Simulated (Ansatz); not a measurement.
# CH6FInSi: the cost of one run

Computed with Ansatz 0.2.0, Gaussian basis. Level: RKS PBE0-D4/def2-TZVP.

The runs, in order: relaxation at PBE0-D4/def2-TZVP; harmonic vibrations at the same level; a single point in def2-TZVPP for the fields.

## 1. Where the work starts

SMILES `FC[SiH2][InH2]`, 10 atoms, charge 0, spin multiplicity 1.

Atoms are counted from 1 here; the program's logs count them from 0.

Bond lengths: F1–C2 1.412 Å, C2–Si3 1.944 Å, C2–H5 1.089 Å, C2–H6 1.090 Å, Si3–In4 2.596 Å, Si3–H7 1.477 Å, Si3–H8 1.478 Å, In4–H9 1.755 Å, In4–H10 1.757 Å. Angles: F1–C2–Si3 107.3°, F1–C2–H5 105.6°, F1–C2–H6 105.5°, Si3–C2–H5 114.6°, Si3–C2–H6 113.9°, H5–C2–H6 109.1°, C2–Si3–In4 91.3°, C2–Si3–H7 105.1°, C2–Si3–H8 105.2°, In4–Si3–H7 123.5°, In4–Si3–H8 120.9°, H7–Si3–H8 106.3°, Si3–In4–H9 124.9°, Si3–In4–H10 125.2°, H9–In4–H10 109.9°.

The start is a GFN2-xTB geometry. In takes the def2 core potential; no spin-orbit term is included.

## 2. Relaxation at PBE0-D4/def2-TZVP

in.yaml

```yaml
crystal:
  periodic: [false, false, false]
  atoms:
    - {symbol: F, position_ang: [-1.564830, 0.341740, 0.249120]}
    - {symbol: C, position_ang: [-0.986100, -0.936260, 0.406630]}
    - {symbol: Si, position_ang: [0.879890, -0.796610, -0.121110]}
    - {symbol: In, position_ang: [0.663270, 1.773340, -0.417420]}
    - {symbol: H, position_ang: [-1.583780, -1.606370, -0.210270]}
    - {symbol: H, position_ang: [-1.129550, -1.194130, 1.456010]}
    - {symbol: H, position_ang: [1.639240, -1.430420, 0.976040]}
    - {symbol: H, position_ang: [1.020390, -1.687550, -1.291940]}
    - {symbol: H, position_ang: [0.730530, 2.943760, 0.889240]}
    - {symbol: H, position_ang: [0.330950, 2.592500, -1.936310]}
basis:
  gaussian: {orbitals: def2-TZVP}
hamiltonian: {xc: pbe0, dispersion: d4}
relax: {f_tol: 0.005, max_steps: 150}
```

Run with:

```bash
ansatz run in.yaml --threads 4 --pin off --events-out ev --progress --plain --max-ram 10444MiB
```

**Question.** How long does this run take on 4 threads of Arm Neoverse V2, shared host, and how much memory does it need?

About 64 s, with a peak of 0.49 GiB.
